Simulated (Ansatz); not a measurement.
# C6H8O2: a ladder of functionals and wavefunction methods

Aim: compute C6H8O2 with functionals from several rungs and with coupled cluster, and see how far each lands from CCSD(T) at the basis-set limit for the atomisation energy.

Method: functionals in def2-TZVPP, the program's frozen cores in correlated methods; program: Ansatz 0.2.0, Gaussian basis.

Levels to be run: LDA (SPW92), PBE-D4, revPBE-D4, BLYP-D4, r2SCAN-D4, B97M-V, PBE0-D4, B3LYP-D4, r2SCANh-D4, r2SCAN0-D4, HSE06-D4, BHLYP-D4, CAM-B3LYP-D4, LC-ωPBE, ωB97X-V, ωB97M-V, B2PLYP, PBE-QIDH; CCSD(T)/def2-SVP; CCSD(T)/def2-TZVPP; MP2/def2-QZVPP; extrapolation to the limit; RPA on PBE.

## Step 1: Structure used throughout

The geometry comes from an earlier relaxation with PBE0-D4 in a triple-zeta def2 set; it is a stationary point, not always the lowest conformer.

SMILES `O=C1CCC(=O)CC1`, 16 atoms, charge 0, spin multiplicity 1.

Atoms are counted from 1 here; the program's logs count them from 0.

Bond lengths: O1–C2 1.204 Å, C2–C3 1.512 Å, C2–C8 1.512 Å, C3–C4 1.523 Å, C3–H9 1.091 Å, C3–H10 1.098 Å, C4–C5 1.512 Å, C4–H11 1.098 Å, C4–H12 1.091 Å, C5–O6 1.204 Å, C5–C7 1.512 Å, C7–C8 1.523 Å, C7–H13 1.091 Å, C7–H14 1.098 Å, C8–H15 1.098 Å, C8–H16 1.091 Å. Angles: O1–C2–C3 122.2°, O1–C2–C8 122.3°, C3–C2–C8 115.5°, C2–C3–C4 112.9°, C2–C3–H9 108.4°, C2–C3–H10 106.5°, C4–C3–H9 112.4°, C4–C3–H10 109.9°, H9–C3–H10 106.3°, C3–C4–C5 112.9°, C3–C4–H11 109.8°, C3–C4–H12 112.4°, C5–C4–H11 106.5°, C5–C4–H12 108.4°, H11–C4–H12 106.3°, C4–C5–O6 122.3°, C4–C5–C7 115.5°, O6–C5–C7 122.2° and more.

## Step 2: LDA

This LDA is Slater exchange with PW92 correlation.

Input file in.yaml:

```yaml
crystal:
  periodic: [false, false, false]
  atoms:
    - {symbol: O, position_ang: [-2.094732, -0.871799, 1.461527]}
    - {symbol: C, position_ang: [-1.159012, -0.482533, 0.811580]}
    - {symbol: C, position_ang: [-0.989883, 0.971365, 0.430888]}
    - {symbol: C, position_ang: [0.465438, 1.359631, 0.204553]}
    - {symbol: C, position_ang: [1.155329, 0.483067, -0.816506]}
    - {symbol: O, position_ang: [2.082968, 0.873469, -1.477267]}
    - {symbol: C, position_ang: [0.600868, -0.917499, -0.951952]}
    - {symbol: C, position_ang: [-0.073596, -1.413873, 0.320300]}
    - {symbol: H, position_ang: [-1.470862, 1.585440, 1.193288]}
    - {symbol: H, position_ang: [-1.563690, 1.121284, -0.492884]}
    - {symbol: H, position_ang: [1.029347, 1.252739, 1.140362]}
    - {symbol: H, position_ang: [0.575895, 2.400165, -0.103093]}
    - {symbol: H, position_ang: [1.405483, -1.576362, -1.280857]}
    - {symbol: H, position_ang: [-0.127624, -0.887176, -1.772600]}
    - {symbol: H, position_ang: [0.665011, -1.487382, 1.129133]}
    - {symbol: H, position_ang: [-0.500930, -2.410522, 0.203526]}
basis:
  gaussian: {orbitals: def2-TZVPP}
hamiltonian: {xc: lda}
output: {orbitals: {seedname: orbitals}}
```

Launch:

```
> ansatz run in.yaml --threads 2 --pin off --events-out ev --progress --plain --max-ram 20480MiB --backend cuda --devices 0, --max-vram 18GiB
```

After this run come: PBE-D4 (GGA); revPBE-D4 (GGA); BLYP-D4 (GGA); r2SCAN-D4 (meta-GGA); B97M-V (meta-GGA); PBE0-D4 (hybrid); B3LYP-D4 (hybrid); r2SCANh-D4 (hybrid); r2SCAN0-D4 (hybrid); HSE06-D4 (hybrid); BHLYP-D4 (hybrid); CAM-B3LYP-D4 (range-separated); LC-ωPBE (range-separated); ωB97X-V (range-separated); ωB97M-V (range-separated); B2PLYP (double hybrid); PBE-QIDH (double hybrid); CCSD(T) in def2-SVP; CCSD(T) in def2-TZVPP; MP2 in def2-QZVPP; RPA on PBE orbitals.

**Question.** What will the summary of the whole plan be? Wanted: atomisation energy, CCSD(T)/CBS; farthest beyond LDA; mean size of error, GGA; mean size of error, meta-GGA; mean size of error, hybrid; mean size of error, range-separated; mean size of error, double hybrid; gap, smallest and largest; T1 diagnostic.

**Answer**, as computed:

| quantity | value |
| --- | --- |
| atomisation energy, CCSD(T)/CBS | 7116.4 kJ/mol |
| functionals within 35.6 kJ/mol (0.5 %) | BLYP-D4, B97M-V, B3LYP-D4, r2SCANh-D4, ωB97X-V, PBE-QIDH |
| farthest beyond LDA | PBE-D4 (+262.4 kJ/mol) |
| mean size of error, GGA | 117.9 kJ/mol |
| mean size of error, meta-GGA | 39.8 kJ/mol |
| mean size of error, hybrid | 87.8 kJ/mol |
| mean size of error, range-separated | 42.7 kJ/mol |
| mean size of error, double hybrid | 35.9 kJ/mol |
| gap, smallest and largest | 3.74 eV (LDA (SPW92)), 11.77 eV (LC-ωPBE) |
| T1 diagnostic | 0.0142 |
| triples share of the correlation energy | 4.3 % |

In words: LDA overbinds by 1174.8 kJ/mol (17 %). PBE-D4 misses by +262.4 kJ/mol. Double hybrids carry the basis error of their MP2 part in triple zeta, and no dispersion term here, so their miss is partly the set-up's. By mean error the best rung here is double hybrid (35.9 kJ/mol) and the worst beyond LDA is GGA (117.9 kJ/mol). The gap between the best rungs is small, so their order is not settled. Misses under about 35.6 kJ/mol are within the doubt on the reference itself, which lacks core-valence correlation, relativity and higher excitations. Hartree-Fock recovers 72 % of the binding; the rest is correlation. CCSD(T) in def2-SVP is off by -266.3 kJ/mol, more than most functionals: a good method in a small basis is no reference. The gap grows from 3.7 to 11.8 eV across the functionals, mostly with the share of exact exchange.
